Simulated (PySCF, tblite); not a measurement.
# C₃H₉NOSi₂: geometry, infrared bands and NMR shifts

Wanted: the infrared bands and NMR shifts of C₃H₉NOSi₂ (`CCO[Si@@H]([SiH3])C#N`), by calculation.

Programs: tblite 0.8.0 and PySCF 2.14.0, with density-fitted response routines of our own. Each step states its level of theory. These are calculated values for one molecule in the gas phase, unless marked as measured. Atoms are numbered from 0 throughout.

### Step 1. The molecule as given

16 atoms, charge 0, multiplicity 1; geometry from: force field or distance geometry start.

Bonds of the start (Å): C0–C1 1.50, C1–O2 1.43, O2–Si3 1.66, Si3–Si4 2.30, Si3–C5 1.88, C5–N6 1.16, C0–H7 1.09, C0–H8 1.09, C0–H9 1.11, C1–H10 1.10, C1–H11 1.10, Si3–H12 1.49, Si4–H13 1.49, Si4–H14 1.50, Si4–H15 1.49.

### Step 2. Relaxing the molecule with GFN2-xTB

What the job is given:

```
{"job": {"kind": "relax", "xc": "GFN2-xTB", "basis": "xTB"}, "charge": 0, "multiplicity": 1}
C     -2.785000     0.410100    -0.358300
C     -1.634200    -0.367100     0.210700
O     -0.412300     0.174900    -0.293700
Si     1.032300    -0.514400     0.139100
Si     2.799600     0.557200    -0.876800
C      1.394400    -0.447900     1.985600
N      1.610800    -0.407200     3.126300
H     -2.784400     0.362600    -1.446800
H     -2.709800     1.468900    -0.089800
H     -3.751000     0.024400     0.017500
H     -1.651400    -0.294800     1.312700
H     -1.728800    -1.429100    -0.065800
H      0.988600    -1.938000    -0.302100
H      4.095000    -0.104400    -0.550300
H      2.647900     0.526700    -2.363800
H      2.880400     1.987100    -0.455900
```

The run is started by

```sh
$ OMP_NUM_THREADS=1 python probes_run.py task.json out
```

One launch serves the whole session: the jobs run in the order shown.

**Question.** This job is followed by: GFN2-xTB harmonic vibrations, gas phase; GIAO PBE0/pcSseg-1 NMR shielding, non-relativistic, gas phase. Predict these results of the whole session: strongest single infrared mode (GFN2-xTB); zero-point energy (GFN2-xTB); ¹³C shifts against TMS (PBE0/pcSseg-1); ¹H shifts against TMS (PBE0/pcSseg-1, means over atoms taken as alike); ¹⁷O shifts against H2O (PBE0/pcSseg-1); ²⁹Si shifts against TMS (PBE0/pcSseg-1); ¹⁵N shifts against NH3 (PBE0/pcSseg-1).

**Answer**, as computed:

| quantity | value |
| --- | --- |
| strongest single infrared mode (GFN2-xTB) | 660 cm⁻¹, 419 km/mol |
| zero-point energy (GFN2-xTB) | 69.0 kcal/mol |
| ¹³C shifts against TMS (PBE0/pcSseg-1) | 125.3, 65.1, 20.3 ppm |
| ¹H shifts against TMS (PBE0/pcSseg-1, means over atoms taken as alike) | 5.40, 4.12, 3.84, 3.51, 1.39 ppm |
| ¹⁷O shifts against H2O (PBE0/pcSseg-1) | 35.5 ppm |
| ²⁹Si shifts against TMS (PBE0/pcSseg-1) | -42.5, -115.6 ppm |
| ¹⁵N shifts against NH3 (PBE0/pcSseg-1) | 364.6 ppm |

**Reading.** The optimisation took 71 steps and gained 0.245 eV; among the close pairs (by a distance rule), O2–Si3 changed most, from 1.658 to 1.619 Å. No mode is imaginary among the 42: a minimum at this level. The strongest single mode, at 660 cm⁻¹, moves mainly H12. Unscaled tight-binding wavenumbers are off by several per cent, some by more. Its intensities can rank the bands wrongly. C5 (nitrile carbon) lies farthest downfield among carbon, at 125.3 ppm; this is the usual window of a C≡N carbon, which has no attached hydrogen. At PBE0/pcSseg-1: The largest span, 579 ppm, is at N6, where the paramagnetic term is -435 ppm.
